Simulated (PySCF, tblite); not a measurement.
# C6H10SSi: geometry, infrared bands and NMR shifts

Wanted: the infrared bands and NMR shifts of C6H10SSi (`C#C[SiH2]/C(C)=C\SC`), by calculation.

Programs: tblite 0.8.0 and PySCF 2.14.0, with density-fitted response routines of our own. Each step states its level of theory. These are calculated values for one molecule in the gas phase, unless marked as measured. Atoms count from 0, in the outputs and in this text.

## (1) Starting geometry

18 atoms, charge 0, multiplicity 1; geometry from: force field or distance geometry start.

Bonds of the start (Å): C0–C1 1.21, C1–Si2 1.83, Si2–C3 1.83, C3–C4 1.47, C3–C5 1.34, C5–S6 1.80, S6–C7 1.82, C0–H8 1.06, Si2–H9 1.48, Si2–H10 1.46, C4–H11 1.11, C4–H12 1.11, C4–H13 1.13, C5–H14 1.08, C7–H15 1.12, C7–H16 1.13, C7–H17 1.10.

## (2) Geometry optimisation with GFN2-xTB

Job settings and geometry (Å):

```
{"job": {"kind": "relax", "xc": "GFN2-xTB", "basis": "xTB"}, "charge": 0, "multiplicity": 1}
C     -3.974900     1.110700    -0.505300
C     -2.826300     1.084600    -0.131300
Si    -1.085400     1.035600     0.431000
C     -0.365700    -0.611200     0.071800
C     -1.150800    -1.835000    -0.169500
C      0.977800    -0.671000     0.069700
S      1.809800     0.893500     0.398700
C      3.608900     0.669600     0.549400
H     -4.987300     1.154700    -0.827900
H     -0.333400     1.994700    -0.405600
H     -1.006800     1.380900     1.850300
H     -1.816900    -2.087500     0.677000
H     -1.720400    -1.772500    -1.121800
H     -0.434200    -2.708300    -0.248400
H      1.517300    -1.583500    -0.118500
H      4.011600     1.661800     0.863900
H      3.989100     0.411200    -0.479300
H      3.779000    -0.122000     1.289900
```

Run with:

```bash
> OMP_NUM_THREADS=1 python probes_run.py task.json out
```

One launch serves the whole session: the jobs run in the order shown.

**Question.** This job is followed by: GFN2-xTB harmonic vibrations, gas phase; GIAO PBE0/pcSseg-1 NMR shielding, non-relativistic, gas phase. What will the session give for the following? strongest single infrared mode (GFN2-xTB); zero-point energy (GFN2-xTB); ¹³C shifts against TMS (PBE0/pcSseg-1); ¹H shifts against TMS (PBE0/pcSseg-1, means over atoms taken as alike); ²⁹Si shifts against TMS (PBE0/pcSseg-1); ³³S shifts against CS2 (PBE0/pcSseg-1); surface potential, 1st and 99th percentile.

The runs gave:

| quantity | value |
| --- | --- |
| strongest single infrared mode (GFN2-xTB) | 733 cm⁻¹, 423 km/mol |
| zero-point energy (GFN2-xTB) | 82.5 kcal/mol |
| ¹³C shifts against TMS (PBE0/pcSseg-1) | 149.5, 128.5, 105.3, 86.4, 29.1, 22.0 ppm |
| ¹H shifts against TMS (PBE0/pcSseg-1, means over atoms taken as alike) | 6.42, 4.76, 2.29, 2.23, 1.93 ppm |
| ²⁹Si shifts against TMS (PBE0/pcSseg-1) | -76.7 ppm |
| ³³S shifts against CS2 (PBE0/pcSseg-1) | 10 ppm |
| surface potential, 1st and 99th percentile | -0.88 V and 1.40 V |

**Reading.** Relaxing lowered the energy by 0.529 eV in 74 steps; the close pair that moved most is Si2–C3, from 1.833 to 1.890 Å. All 48 modes are real, so the xTB geometry is a minimum. The strongest single mode, at 733 cm⁻¹, has its largest shares on Si2, H10 and H9 (the list is cut at 3 atoms). GFN2-xTB is a fitted tight-binding method: band positions and strengths are rough. Its intensities can rank the bands wrongly. The most deshielded hydrogen is H14 (hydrogen on an alkene CH), at 6.42 ppm: olefinic region. At PBE0/pcSseg-1: The largest span, 368 ppm, is at S6, where the paramagnetic term is -565 ppm. By nearest atom (PBE0/pcSseg-1), the HOMO sits on S6 50 %; C3 24 % and the LUMO on C3, C5 about 22 % each; Si2 9 %.
